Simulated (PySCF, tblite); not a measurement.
# C4H9OSi radical: geometry, infrared bands and EPR parameters

Aim: predict the infrared bands and EPR parameters of C4H9OSi radical (`[H]/[C]=C\[Si@@H](O)CC`).

The runs use tblite 0.8.0 and PySCF 2.14.0, with density-fitted response routines of our own; the level of theory stands in each step. All values are computed, except where a source is named. Atoms are numbered from 0 throughout.

**1. Starting geometry**

15 atoms, charge 0, multiplicity 2; geometry from: force field or distance geometry start.

Bonds of the start (Å): C0–C1 1.34, C1–Si2 1.81, Si2–O3 1.72, Si2–C4 1.87, C4–C5 1.51, C0–H6 1.09, C1–H7 1.10, Si2–H8 1.48, O3–H9 1.00, C4–H10 1.12, C4–H11 1.10, C5–H12 1.13, C5–H13 1.10, C5–H14 1.12.

**2. Optimising the geometry with GFN2-xTB**

Job settings and geometry (Å):

```
{"job": {"kind": "relax", "xc": "GFN2-xTB", "basis": "xTB"}, "charge": 0, "multiplicity": 2}
C      2.516800    -0.579900     0.785900
C      1.416500     0.102800     1.112200
Si     0.349800     0.762000    -0.196100
O      1.299000     1.296500    -1.526100
C     -0.839400    -0.612600    -0.653400
C     -2.071800    -0.438700     0.198000
H      2.706700    -0.699300    -0.276300
H      1.230300     0.228100     2.186500
H     -0.396400     1.893700     0.389300
H      2.251800     1.420900    -1.245500
H     -0.379400    -1.590200    -0.375400
H     -1.039900    -0.649300    -1.735900
H     -1.738500    -0.568700     1.268500
H     -2.841400    -1.164800    -0.084100
H     -2.468500     0.607400     0.130500
```

Run with:

```console
> OMP_NUM_THREADS=1 python probes_run.py task.json out
```

One launch serves the whole session: the jobs run in the order shown.

**Question.** This job is followed by: GFN2-xTB harmonic vibrations, gas phase; UKS B3LYP, pcH-1 on C H O Si, non-relativistic, mean-field spin-orbit, GIAO. Predict these results of the whole session: strongest single infrared mode (GFN2-xTB); zero-point energy (GFN2-xTB); g(iso) (B3LYP); ⟨S²⟩; largest a(iso) (averaged by class); potential on the surface of density 0.002 e/bohr³, 1st and 99th percentile.

**Answer**, as computed:

| quantity | value |
| --- | --- |
| strongest single infrared mode (GFN2-xTB) | 2195 cm⁻¹, 318 km/mol |
| zero-point energy (GFN2-xTB) | 72.1 kcal/mol |
| g(iso) (B3LYP) | 2.00219 |
| ⟨S²⟩ | 0.758 (exact 0.75) |
| largest a(iso) (averaged by class) | 13C on C0, 313.4 MHz |
| potential on the surface of density 0.002 e/bohr³, 1st and 99th percentile | -1.31 V and 2.38 V |

In words: The optimisation took 111 steps and gained 0.742 eV; among the close pairs (by a distance rule), C1–Si2 changed most, from 1.812 to 1.928 Å. No mode is imaginary among the 39: a minimum at this level. The strongest single mode, at 2195 cm⁻¹, moves mainly H8. Unscaled tight-binding wavenumbers are off by several per cent, some by more. Its intensities can rank the bands wrongly. C0 carries the largest spin population, 0.96 e. The isotropic g lies 0.1 ppt below the free-electron value. These values are for one conformer; the search (at its own cheap level) found 2 more, at 0.38, 0.84 kcal/mol, and measured spectra average over such forms.
